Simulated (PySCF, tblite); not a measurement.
**C₇H₁₀P−: geometry, infrared bands and NMR shifts**

Aim: predict the infrared bands and NMR shifts of C₇H₁₀P− (`CCc1c[p-]cc1C`).

The runs use tblite 0.8.0 and PySCF 2.14.0, with density-fitted response routines of our own; the level of theory stands in each step. All values are computed, except where a source is named. Atoms are numbered from 0 throughout.

### 1 The starting structure

18 atoms, charge -1, multiplicity 1; geometry from: force field or distance geometry start.

Bonds of the start (Å): C0–C1 1.54, C1–C2 1.49, C2–C3 1.38, C3–P4 1.66, P4–C5 1.87, C5–C6 1.36, C6–C7 1.50, C6–C2 1.37, C0–H8 1.11, C0–H9 1.10, C0–H10 1.11, C1–H11 1.11, C1–H12 1.09, C3–H13 1.08, C5–H14 1.09, C7–H15 1.14, C7–H16 1.08, C7–H17 1.09.

### 2 Relaxing the molecule with GFN2-xTB

What the job is given:

```
{"job": {"kind": "relax", "xc": "GFN2-xTB", "basis": "xTB"}, "charge": -1, "multiplicity": 1}
C      1.860500    -0.649200     0.659200
C      1.184300    -0.608200    -0.725400
C      0.128500     0.439100    -0.590100
C      0.296000     1.700900    -1.135800
P     -0.992400     2.723200    -0.880800
C     -1.895000     1.364300     0.023200
C     -1.081000     0.281000     0.030400
C     -1.470100    -1.010900     0.688700
H      1.044000    -0.520500     1.401300
H      2.425700    -1.585600     0.799000
H      2.544300     0.218700     0.786200
H      0.659000    -1.568600    -0.909200
H      1.891300    -0.320900    -1.509800
H      1.159600     2.056000    -1.668700
H     -2.885600     1.465700     0.462500
H     -2.597500    -1.106900     0.596300
H     -1.011800    -1.862300     0.198200
H     -1.268600    -1.009400     1.763000
```

Run with:

```sh
$ OMP_NUM_THREADS=1 python probes_run.py task.json out
```

The driver reads the jobs from task.json and runs them one after another.

**Question.** This job is followed by: GFN2-xTB harmonic vibrations, gas phase; GIAO PBE0/pcSseg-1 NMR shielding, non-relativistic, gas phase. Predict these results of the whole session: strongest single infrared mode (GFN2-xTB); zero-point energy (GFN2-xTB); 13C shifts against TMS (PBE0/pcSseg-1); 1H shifts against TMS (PBE0/pcSseg-1, means over atoms taken as alike); 31P shifts against H3PO4 (PBE0/pcSseg-1).

**Answer**, as computed:

| quantity | value |
| --- | --- |
| strongest single infrared mode (GFN2-xTB) | 3007 cm⁻¹, 279 km/mol |
| zero-point energy (GFN2-xTB) | 91.9 kcal/mol |
| 13C shifts against TMS (PBE0/pcSseg-1) | 133.7, 132.3, 130.0, 119.5, 30.7, 21.2, 20.6 ppm |
| 1H shifts against TMS (PBE0/pcSseg-1, means over atoms taken as alike) | 6.62, 6.54, 2.58, 2.36, 0.92 ppm |
| 31P shifts against H3PO4 (PBE0/pcSseg-1) | 62.6 ppm |

What this shows: Over 129 steps the energy fell by 0.600 eV; of the close pairs, P4–C5 changed most, 1.865 to 1.744 Å. All 48 modes are real, so the xTB geometry is a minimum. GFN2-xTB is a fitted tight-binding method: band positions and strengths are rough. Its intensities can rank the bands wrongly. At PBE0/pcSseg-1: The largest span, 299 ppm, is at P4, where the paramagnetic term is -714 ppm. NICS(1)zz of -29 ppm above the planar ring from C2 marks a diatropic (aromatic) ring current.
